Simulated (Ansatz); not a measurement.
**Relaxation of SnAs2H4N2**

Wanted: the geometry at rest of SnAs2H4N2 (a known structure type filled with other elements, at an estimated volume), relaxing cell and atoms, and its electronic structure there.

Computed, not measured: Ansatz 0.2.0, DFT, PBE, no spin polarisation, plane waves, PAW.

## Step 1: The cell

Symmetry: C2/m, No. 12, monoclinic system. The conventional cell has a = 11.378 Å, b = 3.457 Å, c = 5.364 Å, α = 90.00°, β = 105.71°, γ = 90.00°. Around Sn (site symmetry 2/m) lie 2 As at 2.13 Å and 4 N at 2.27 Å. Around As (site symmetry m) lie 1 H at 2.02 Å and 1 Sn at 2.13 Å. N (site symmetry m) is surrounded by 2 H at 1.08 to 1.09 Å. H (site symmetry m) is surrounded by 1 N at 1.09 Å. H (site symmetry m) is surrounded by 1 N at 1.08 Å.

The coordinates stand in the input below.

The first density is read from a saved solution for the starting cell.

## Step 2: The relaxation

The input, input.yaml:

```yaml
crystal:
  lattice:
    - [0.0, 3.456943, 0.0]
    - [5.68921, -1.728472, 0.0]
    - [1.452654, 0.0, -5.163505]
  atoms:
    - { symbol: Sn, position: [0.0, 0.0, 0.0] }
    - { symbol: As, position: [0.8812, 0.7624, 0.7537] }
    - { symbol: As, position: [0.1188, 0.2376, 0.2463] }
    - { symbol: "N", position: [0.6067, 0.2134, 0.7706] }
    - { symbol: "N", position: [0.3933, 0.7866, 0.2294] }
    - { symbol: H, position: [0.61, 0.22, 0.566] }
    - { symbol: H, position: [0.39, 0.78, 0.434] }
    - { symbol: H, position: [0.701, 0.402, 0.7762] }
    - { symbol: H, position: [0.299, 0.598, 0.2238] }
  symmetry: { tolerance: 0.0003 }
kpoints:
  mp_grid: { grid: [6, 6, 4], shift: [0, 0, 0] }
magnetization:
  spin_polarized: false
scf:
  occupations: { method: fermi_dirac }
  lower_state_search: "off"
hamiltonian:
  pseudopotentials: { kind: paw }
  xc: pbe
basis:
  ecutwfc: 420
  fft_grid_basis: typed
relax:
  max_steps: 60
  cell: { p_target: 0.0 }
  f_tol: 0.03
output:
  forces: true
  stress: true
  eigenvalues: true
  populations: true
  elf: true
  write_potential: true
  volumetric_format: npy
  dos:
    e_range: [-12, 8]
    de: 0.05
    projected: { site_lists: { As: [As], H: [H], "N": ["N"], Sn: [Sn] } }
  bader: false
checkpoint:
  read: saved_state
```

The run is started by

```
> ansatz run input.yaml --threads 2 --pin off --max-ram 3584MiB --backend cpu --events-out ev --progress --plain --runs-dir out
```

Q: Predict the outcome of this session. Wanted: moves; energy gained; largest move; cell; volume; pressure at the end; character.

The runs gave:

| quantity | value |
| --- | --- |
| moves | 25 |
| energy gained | 703.8 meV/atom |
| largest move | 0.57 Å (H) |
| space group (0.01 Å), before / after | C2/m / C2/m |
| cell | a = 3.205 Å, b = 7.141 Å, c = 6.425 Å, α = 59.75°, β = 90.00°, γ = 102.97° |
| volume | 13.63 Å³/atom (+20.8 %) |
| pressure at the end | 0.01 GPa |
| formation energy (elements from separate runs) | -0.05 eV/atom |
| character | metal |
| density of states, mean within 0.25 eV of the Fermi level | 1.5 per eV per cell |

What this shows: The volume grew by 20.8 %, and the largest move of an atom is 0.57 Å apart from the change of the cell; the energy fell by 703.8 meV per atom. The shape changed more than that tells: the edges moved by -7, +20, +20 %. The run held to 4 symmetry operations, so a lower structure without them is not ruled out. By a distance rule the end structure falls into sheets, and the functional has no dispersion term: where only weak forces hold such sheets, the spacing at the end is too wide to trust. Bands cross the Fermi level: a metal; within 0.25 eV of the Fermi level the density of states averages 1.5 per eV per cell, mostly As p (77 %). Set against separate runs on the elements (alpha-Sn (diamond), As grey arsenic (A7), N2 molecule, H2 molecule), it forms at -0.05 eV per atom, a bound cell by that test.

Limits of this run: the k mesh is coarse for a cell without a gap.
